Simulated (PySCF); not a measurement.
# Tb2S3: other functionals and bases at one geometry

The task here is to estimate one member of a computed series from the others.

Method: several levels, as the steps say, no spin–orbit coupling; program: PySCF 2.14.0.

6 further runs of the same task are left out: 2 for a known fault of the program, 4 that didn't finish.

## Starting geometry

5 atoms, charge 0, spin multiplicity 1.

Bond lengths: Tb1–Tb2 3.101 Å, Tb1–S3 2.584 Å, Tb1–S4 2.584 Å, Tb1–S5 2.584 Å, Tb2–S3 2.584 Å, Tb2–S4 2.584 Å, Tb2–S5 2.584 Å. Angles: Tb2–Tb1–S3 53.1°, Tb2–Tb1–S4 53.1°, Tb2–Tb1–S5 53.1°, S3–Tb1–S4 87.7°, S3–Tb1–S5 87.7°, S4–Tb1–S5 87.7°, Tb1–Tb2–S3 53.1°, Tb1–Tb2–S4 53.1°, Tb1–Tb2–S5 53.1°, S3–Tb2–S4 87.7°, S3–Tb2–S5 87.7°, S4–Tb2–S5 87.7°, Tb1–S3–Tb2 73.7°, Tb1–S4–Tb2 73.7°, Tb1–S5–Tb2 73.7°.

Geometry (Å):

```xyz
5
S3Tb2
Tb    0.0000    0.0000    1.5505
Tb    0.0000    0.0000   -1.5505
S     2.0676    0.0000    0.0000
S    -1.0338    1.7906    0.0000
S    -1.0338   -1.7906    0.0000
```

Formal oxidation states: Tb +3. Each metal's 8 4f electrons lie in its core potential, so multiplicities, spins and levels count the valence alone. An earlier session relaxed this geometry at B3LYP, Tb lcecp-1-SVP with ECP54, S def2-SVP (singlet, point group D3h).

At B3LYP on the finer grid: E = -1267.531904 Eh, HOMO -4.96 eV, LUMO -2.21 eV, Mulliken charge on Tb1 +0.70 e, largest force component 0.008 eV/Å. 

Levels to run: PBE; TPSSh; CAM-B3LYP; r2SCAN. Hardware: 2 threads of Arm Neoverse V2, shared host.

Set-up of the first run:

Input file run.py (the lines that set the calculation):

```python
mol = gto.M(atom='''
Tb     0.00000     0.00000     1.55054
Tb     0.00000     0.00000    -1.55054
S      2.06758    -0.00001     0.00000
S     -1.03379     1.79058     0.00000
S     -1.03380    -1.79058     0.00000''',
    basis={'Tb': 'lcecp-1-SVP', 'S': 'def2-SVP'},
    ecp={'Tb': 'lcecp-1-SVP'},
    charge=0, spin=0)
mf = dft.RKS(mol, xc='PBE')
mf.grids.atom_grid = (75, 302)  # f atoms: unpruned, at least (60, 302)
mf = mf.density_fit()  # fitting sets: Tb AutoAux, S def2-universal-JKFIT
mf.conv_tol = 1e-08; mf.max_cycle = 55
mf.kernel(dm0)  # dm0: the density of the relaxed state
```

Command:

```console
$ OMP_NUM_THREADS=2 python run.py
```

Steps of the session up to this table: PBE; TPSSh; CAM-B3LYP; r2SCAN.

One table of the session follows, with a row left open; its other results are not shown here.

| level | HOMO (eV) | gap (eV) | charge on Tb1 (e) | largest force component (eV/Å) |
| --- | --- | --- | --- | --- |
| B3LYP (relaxed here) | -4.96 | 2.75 | 0.70 | 0.01 |
| PBE | -4.27 | 1.67 | 0.63 | 0.20 |
| TPSSh | -4.68 | 2.44 | 0.79 | 0.14 |
| CAM-B3LYP | ? | ? | ? | ? |
| r2SCAN | -4.44 | 2.05 | 0.79 | 0.21 |

**Question.** Estimate the row for CAM-B3LYP.

As computed: HOMO (eV): -6.26; gap (eV): 4.86; charge on Tb1 (e): 0.74; largest force component (eV/Å): 0.32. In the column «HOMO (eV)» it is the lowest.

In one basis the HOMO–LUMO gap runs from 1.67 eV (PBE) to 4.86 eV (CAM-B3LYP). The largest leftover force, 0.32 eV/Å with CAM-B3LYP, stands at a geometry relaxed at another level. With 4f in the core, its levels are missing from HOMO and gap, and its count is fixed, so no charge can pass from the ligands into it. Total energies of different levels can't be compared.
